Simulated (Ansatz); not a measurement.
# C3H7ClMgO: how energies converge with the basis set

One table from this session's results is given with a row withheld; the runs are named, their logs left out.

Method: one geometry, several basis sets; program: Ansatz 0.2.0, Gaussian basis.

The runs, in order: PBE0-D4/def2-SVP; ωB97M-V/def2-SVP; PBE0-D4/def2-QZVPP; ωB97M-V/def2-QZVPP; the functionals' def2-TZVPP values are taken from earlier runs.

## Structure used throughout

An earlier PBE0-D4 in a triple-zeta def2 set relaxation fixed the geometry.

SMILES `CC(C)[O][Mg][Cl]`, 13 atoms, charge 0, spin multiplicity 1.

Atoms are counted from 1 here; the program's logs count them from 0.

Bond lengths: C1–C2 1.520 Å, C1–H7 1.093 Å, C1–H8 1.094 Å, C1–H9 1.092 Å, C2–C3 1.520 Å, C2–O4 1.385 Å, C2–H10 1.103 Å, C3–H11 1.094 Å, C3–H12 1.093 Å, C3–H13 1.092 Å, O4–Mg5 1.752 Å, Mg5–Cl6 2.177 Å. Angles: C2–C1–H7 111.4°, C2–C1–H8 110.1°, C2–C1–H9 110.4°, H7–C1–H8 108.3°, H7–C1–H9 108.3°, H8–C1–H9 108.4°, C1–C2–C3 111.4°, C1–C2–O4 110.5°, C1–C2–H10 107.8°, C3–C2–O4 110.5°, C3–C2–H10 107.8°, O4–C2–H10 108.7°, C2–C3–H11 110.1°, C2–C3–H12 111.4°, C2–C3–H13 110.4°, H11–C3–H12 108.3°, H11–C3–H13 108.3°, H12–C3–H13 108.3° and more.

As a file:

```
C    -0.6736   -0.5009    1.2935
C     0.4125    0.0604    0.3905
C     1.0644   -1.0347   -0.4375
O    -0.1018    1.0500   -0.4312
Mg   -0.8766    2.1652   -1.5376
Cl   -1.8172    3.5782   -2.9000
H    -0.2721   -1.2497    1.9814
H    -1.4562   -0.9729    0.6914
H    -1.1284    0.2980    1.8836
H     1.1899    0.5042    1.0342
H     0.3181   -1.5180   -1.0757
H     1.5175   -1.7993    0.1992
H     1.8439   -0.6150   -1.0773
```

The first run:

Input file in.yaml:

```yaml
crystal:
  periodic: [false, false, false]
  atoms:
    - {symbol: C, position_ang: [-0.673590, -0.500871, 1.293550]}
    - {symbol: C, position_ang: [0.412487, 0.060431, 0.390524]}
    - {symbol: C, position_ang: [1.064411, -1.034741, -0.437503]}
    - {symbol: O, position_ang: [-0.101767, 1.049991, -0.431165]}
    - {symbol: Mg, position_ang: [-0.876619, 2.165212, -1.537551]}
    - {symbol: Cl, position_ang: [-1.817177, 3.578246, -2.899987]}
    - {symbol: H, position_ang: [-0.272095, -1.249721, 1.981421]}
    - {symbol: H, position_ang: [-1.456201, -0.972879, 0.691402]}
    - {symbol: H, position_ang: [-1.128437, 0.298009, 1.883570]}
    - {symbol: H, position_ang: [1.189889, 0.504226, 1.034229]}
    - {symbol: H, position_ang: [0.318122, -1.517992, -1.075736]}
    - {symbol: H, position_ang: [1.517454, -1.799260, 0.199213]}
    - {symbol: H, position_ang: [1.843922, -0.614953, -1.077266]}
basis:
  gaussian: {orbitals: def2-SVP}
hamiltonian: {xc: pbe0, dispersion: d4}
output: {orbitals: {seedname: orbitals}}
```

Started as:

```
> ansatz run in.yaml --threads 4 --pin off --events-out ev --progress --plain --max-ram 11315MiB
```

Among the steps run: PBE0-D4 in def2-SVP; ωB97M-V in def2-SVP; PBE0-D4 in def2-QZVPP; ωB97M-V in def2-QZVPP.

One table of the session follows, with a row left open; its other results are not shown here.

It belongs to the step «Density functionals: the series». 

```
functional       basis  HOMO (eV)  LUMO (eV)
   PBE0-D4    def2-SVP          ?          ?
   PBE0-D4  def2-TZVPP      -7.40      -1.37
   PBE0-D4  def2-QZVPP      -7.40      -1.38
   ωB97M-V    def2-SVP      -9.75       0.06
   ωB97M-V  def2-TZVPP      -9.82      -0.05
   ωB97M-V  def2-QZVPP      -9.83      -0.19
```

Q: Estimate the row for PBE0-D4, def2-SVP from the others.

**Answer.** HOMO (eV): -7.34; LUMO (eV): -1.30. In the column «HOMO (eV)» it is the highest.
